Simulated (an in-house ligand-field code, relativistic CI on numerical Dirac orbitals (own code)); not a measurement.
# d1 to d5 in a ligand field: terms by electron count

Aim: the terms of a d1 to d5 shell from Racah B and C and the field, by exact diagonalisation.

The numbers are computed with an in-house ligand-field code version 1 (parametric ligand-field model of a d^n configuration (Racah B and C, spin-orbit zeta, crystal field), exact diagonalisation), except any that are marked as measured or tabulated.

### Step 1. Starting point

```
shell        : d1 to d5
set 1 (cm⁻¹) : d1: B = 440, C = 1830, Oh, 10Dq = 34300
set 2 (cm⁻¹) : d2: B = 440, C = 1830, Oh, 10Dq = 34300
set 3 (cm⁻¹) : d3: B = 440, C = 1830, Oh, 10Dq = 34300
set 4 (cm⁻¹) : d4: B = 440, C = 1830, Oh, 10Dq = 34300
set 5 (cm⁻¹) : d5: B = 440, C = 1830, Oh, 10Dq = 34300
```

### Step 2. Set 1

Input settings:

```ini
n = 1
racah_B = 440  # cm-1
racah_C = 1830  # cm-1
zeta = 0  # cm-1
symmetry = Oh
field = {"10Dq": 34300}  # cm-1
```

Run with:

```console
$ python run_levels.py task.json out
```

The settings of every run stand in task.json; they run in order.

### Step 3. Set 2

Settings: those of step 2 with these lines changed.

```diff
@@ -1,2 +1,2 @@
-n = 1
+n = 2
 racah_B = 440  # cm-1
```

### Step 4. Set 3

Settings: those of step 3 with these lines changed.

```diff
@@ -1,2 +1,2 @@
-n = 2
+n = 3
 racah_B = 440  # cm-1
```

### Step 5. Set 4

Settings: those of step 4 with these lines changed.

```diff
@@ -1,2 +1,2 @@
-n = 3
+n = 4
 racah_B = 440  # cm-1
```

### Step 6. Set 5

Settings: those of step 5 with these lines changed.

```diff
@@ -1,2 +1,2 @@
-n = 4
+n = 5
 racah_B = 440  # cm-1
```

(Steps that only read results are left out.)

What does the calculation give? Wanted: lowest terms; sets at their largest spin, of those that allow S over 1.

As calculated:

| set | 10Dq/B (size) | lowest | S | electrons in z² and x²-y² | first level of the same spin (cm⁻¹) |
| --- | --- | --- | --- | --- | --- |
| 1: Oh, d1 | 78.0 | 2T2 | 0.50 | 0.00 | 2E 34300 |
| 2: Oh, d2 | 78.0 | 3T1 | 1.00 | 0.00 | 3T2 33161 |
| 3: Oh, d3 | 78.0 | 4A2 | 1.50 | 0.00 | 4T2 34300 |
| 4: Oh, d4 | 78.0 | 3T1 | 1.00 | 0.01 | 3E 32412 |
| 5: Oh, d5 | 78.0 | 2T2 | 0.50 | 0.02 | 2A2 31694 |

```
                                                quantity                                   value
                                            lowest terms  1: 2T2, 2: 3T1, 3: 4A2, 4: 3T1, 5: 2T2
sets at their largest spin, of those that allow S over 1                                       3
```

In words: 3 of 5 sets have the highest spin that their shell allows. B, C and the field are free parameters here, not those of a compound.
